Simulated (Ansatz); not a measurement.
# ZnSe: the cost of one run

Program: Ansatz 0.2.0. Level of theory: DFT LDA, scalar-relativistic, plane waves, PAW. These are calculated values, not measurements.

2 further runs of the same task are left out: 2 set aside as unsound or not needed.

## 1. The system as given

It takes space group F-43m (No. 216, cubic). Conventional cell: a = 5.568 Å, b = 5.568 Å, c = 5.568 Å, α = 90.00°, β = 90.00°, γ = 90.00°. Around Zn (site symmetry -43m) lie 4 Se at 2.41 Å. Se (site symmetry -43m) has 4 Zn at 2.41 Å as nearest neighbours.

Coordinates:

```
CELL_PARAMETERS angstrom
0.00000 2.78377 2.78377
2.78377 0.00000 2.78377
2.78377 2.78377 0.00000
ATOMIC_POSITIONS crystal
Zn 0.00000 0.00000 0.00000
Se 0.75000 0.75000 0.75000
```

This cell was relaxed beforehand with the same method: volume 21.57 Å³/atom, gap on the mesh 1.25 eV.

## 2. Relaxing at 4 GPa

At a set pressure the run lowers the enthalpy E + PV, so the energy alone may rise along the way.

input.yaml

```yaml
crystal:
  lattice:
    - [0.0, 2.7837680022, 2.7837680022]
    - [2.7837680022, 0.0, 2.7837680022]
    - [2.7837680022, 2.7837680022, 0.0]
  atoms:
    - { symbol: Zn, position: [0.0, 0.0, 0.0] }
    - { symbol: Se, position: [0.75, 0.75, 0.75] }
basis:
  ecutwfc: 420
kpoints:
  mp_grid: { grid: [8, 8, 8] }
hamiltonian:
  xc: lda
scf:
  occupations: { method: fixed }
output:
  forces: true
  stress: true
  eigenvalues: true
relax:
  adjacent_minimum: "off"
  f_tol: 0.001
  max_steps: 60
  cell: { stress_tol: 0.02, p_target: 4.0 }
```

The run is started by

```bash
> ansatz run input.yaml --threads 1 --pin off --max-ram 3072MiB --backend cpu --events-out ev --progress --plain --runs-dir out
```

**Question.** How long does this run take on 1 thread of Intel Xeon at 2.50GHz (Skylake/Cascade Lake), shared host, and how much memory does it need?

About 38 s, with a peak of 0.34 GiB.
